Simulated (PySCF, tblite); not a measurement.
# C10H14: geometry, infrared bands and NMR shifts

What infrared bands and NMR shifts should C10H14 (`C#C[C@@H]1CC=CCC[C@H]1C`) show?

Computed with tblite 0.8.0 and PySCF 2.14.0, with density-fitted response routines of our own, on a single molecule in the gas phase. Atoms count from 0, in the outputs and in this text.

## Step 1: The molecule as given

24 atoms, charge 0, multiplicity 1; geometry from: force field or distance geometry start.

Bonds of the start (Å): C0–C1 1.23, C1–C2 1.45, C2–C3 1.49, C3–C4 1.50, C4–C5 1.34, C5–C6 1.51, C6–C7 1.51, C7–C8 1.51, C8–C9 1.52, C8–C2 1.52, C0–H10 1.07, C2–H11 1.12, C3–H12 1.09, C3–H13 1.12, C4–H14 1.07, C5–H15 1.07, C6–H16 1.11, C6–H17 1.10, C7–H18 1.12, C7–H19 1.12, C8–H20 1.10, C9–H21 1.10, C9–H22 1.10, C9–H23 1.12.

## Step 2: Relaxing the molecule with GFN2-xTB

What the job is given:

```
{"job": {"kind": "relax", "xc": "GFN2-xTB", "basis": "xTB"}, "charge": 0, "multiplicity": 1}
C      1.862800    -0.541500     2.783600
C      1.211900    -0.492800     1.743100
C      0.467100    -0.432500     0.498300
C      1.006000    -1.326700    -0.568700
C     -0.160500    -1.933400    -1.292600
C     -1.296900    -1.319100    -1.641700
C     -1.578200     0.129500    -1.318800
C     -0.314800     0.952300    -1.365100
C      0.453600     0.977300    -0.068200
C     -0.197800     1.916800     0.931600
H      2.414700    -0.588700     3.694200
H     -0.586300    -0.733600     0.722800
H      1.553000    -0.721700    -1.294100
H      1.648100    -2.135100    -0.132200
H     -0.074200    -2.960500    -1.586200
H     -2.055400    -1.874100    -2.162700
H     -2.246200     0.473600    -2.133500
H     -2.141800     0.244400    -0.385100
H      0.303600     0.597400    -2.222500
H     -0.641100     1.991100    -1.621100
H      1.480200     1.347100    -0.211900
H      0.566400     2.537000     1.415400
H     -0.880900     2.586300     0.387100
H     -0.805200     1.326600     1.669100
```

Command:

```sh
$ OMP_NUM_THREADS=1 python probes_run.py task.json out
```

The driver reads the jobs from task.json and runs them one after another.

**Question.** This job is followed by: GFN2-xTB harmonic vibrations, gas phase; GIAO PBE0/pcSseg-1 NMR shielding, non-relativistic, gas phase. Predict these results of the whole session: strongest single infrared mode (GFN2-xTB); zero-point energy (GFN2-xTB); 13C shifts against TMS (PBE0/pcSseg-1); 1H shifts against TMS (PBE0/pcSseg-1, means over atoms taken as alike).

As calculated:

```
                                                              quantity                                                                       value
                             strongest single infrared mode (GFN2-xTB)                                                       3056 cm⁻¹, 113 km/mol
                                          zero-point energy (GFN2-xTB)                                                              130.9 kcal/mol
                                13C shifts against TMS (PBE0/pcSseg-1)            139.9, 138.0, 94.9, 75.0, 42.5, 38.6, 38.0, 35.1, 25.9, 21.9 ppm
1H shifts against TMS (PBE0/pcSseg-1, means over atoms taken as alike)  6.03, 6.01, 2.68, 2.50, 2.35, 2.30, 2.12, 2.00, 1.90, 1.53, 1.48, 1.23 ppm
```

**Reading.** Relaxing lowered the energy by 0.598 eV in 96 steps; the close pair that moved most is C2–C3, from 1.493 to 1.538 Å. No mode is imaginary among the 66: a minimum at this level. The strongest single mode, at 3056 cm⁻¹, moves mainly H15 and H14. GFN2-xTB is a fitted tight-binding method: band positions and strengths are rough. Its intensities can rank the bands wrongly. At PBE0/pcSseg-1: The largest span, 316 ppm, is at C1, where the paramagnetic term is -165 ppm.
